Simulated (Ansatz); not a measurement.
**C2H5GaO: how energies converge with the basis set**

The task here is to estimate one member of a computed series from the others.

Program: Ansatz 0.2.0, Gaussian basis. Level of theory: one geometry, several basis sets. These are calculated values, not measurements.

Plan: PBE0-D4/def2-SVP; ωB97M-V/def2-SVP; PBE0-D4/def2-QZVPP; ωB97M-V/def2-QZVPP; the functionals' def2-TZVPP values are taken from earlier runs.

### Structure used throughout

The geometry comes from an earlier relaxation with PBE0-D4 in a triple-zeta def2 set; it is a stationary point, not always the lowest conformer.

SMILES `[CH2]1O[CH2][GaH]1`, 9 atoms, charge 0, spin multiplicity 1.

Atoms are counted from 1 here; the program's logs count them from 0.

Bond lengths: C1–O2 1.431 Å, C1–Ga4 1.999 Å, C1–H5 1.097 Å, C1–H6 1.097 Å, O2–C3 1.431 Å, C3–Ga4 1.999 Å, C3–H7 1.097 Å, C3–H8 1.097 Å, Ga4–H9 1.564 Å. Angles: O2–C1–Ga4 90.1°, O2–C1–H5 110.9°, O2–C1–H6 110.9°, Ga4–C1–H5 117.8°, Ga4–C1–H6 117.9°, H5–C1–H6 107.9°, C1–O2–C3 108.7°, O2–C3–Ga4 90.1°, O2–C3–H7 110.9°, O2–C3–H8 110.9°, Ga4–C3–H7 117.9°, Ga4–C3–H8 117.8°, H7–C3–H8 107.9°, C1–Ga4–C3 71.1°, C1–Ga4–H9 144.4°, C3–Ga4–H9 144.4°.

The first run:

Input file in.yaml:

```yaml
crystal:
  periodic: [false, false, false]
  atoms:
    - {symbol: C, position_ang: [-0.265099, 0.981516, -0.668396]}
    - {symbol: O, position_ang: [0.827513, 0.076711, -0.854765]}
    - {symbol: C, position_ang: [0.762153, -0.935843, 0.154009]}
    - {symbol: Ga, position_ang: [-0.878051, -0.079875, 0.910541]}
    - {symbol: H, position_ang: [-0.911593, 1.001532, -1.553915]}
    - {symbol: H, position_ang: [0.097556, 2.001198, -0.492201]}
    - {symbol: H, position_ang: [1.670988, -0.935602, 0.767472]}
    - {symbol: H, position_ang: [0.659205, -1.930368, -0.296351]}
    - {symbol: H, position_ang: [-1.962682, -0.179277, 2.033607]}
basis:
  gaussian: {orbitals: def2-SVP}
hamiltonian: {xc: pbe0, dispersion: d4}
output: {orbitals: {seedname: orbitals}}
```

Command:

```sh
ansatz run in.yaml --threads 2 --pin off --events-out ev --progress --plain --max-ram 4352MiB
```

Steps of the session up to this table: PBE0-D4 in def2-SVP; ωB97M-V in def2-SVP; PBE0-D4 in def2-QZVPP; ωB97M-V in def2-QZVPP.

One of the session's tables, all rows but one given; the rest of the session is left out.

It belongs to the step «Density functionals: the series». 

```
functional       basis  HOMO (eV)  LUMO (eV)
   PBE0-D4    def2-SVP      -6.91      -1.44
   PBE0-D4  def2-TZVPP      -7.11      -1.46
   PBE0-D4  def2-QZVPP      -7.16      -1.50
   ωB97M-V    def2-SVP          ?          ?
   ωB97M-V  def2-TZVPP      -9.37       0.20
   ωB97M-V  def2-QZVPP      -9.39       0.03
```

**Question.** Estimate the row for ωB97M-V, def2-SVP.

The run gave: HOMO (eV): -9.29; LUMO (eV): 0.26. In the column «HOMO (eV)» it lies between ωB97M-V, def2-TZVPP (-9.37) and PBE0-D4, def2-QZVPP (-7.16).
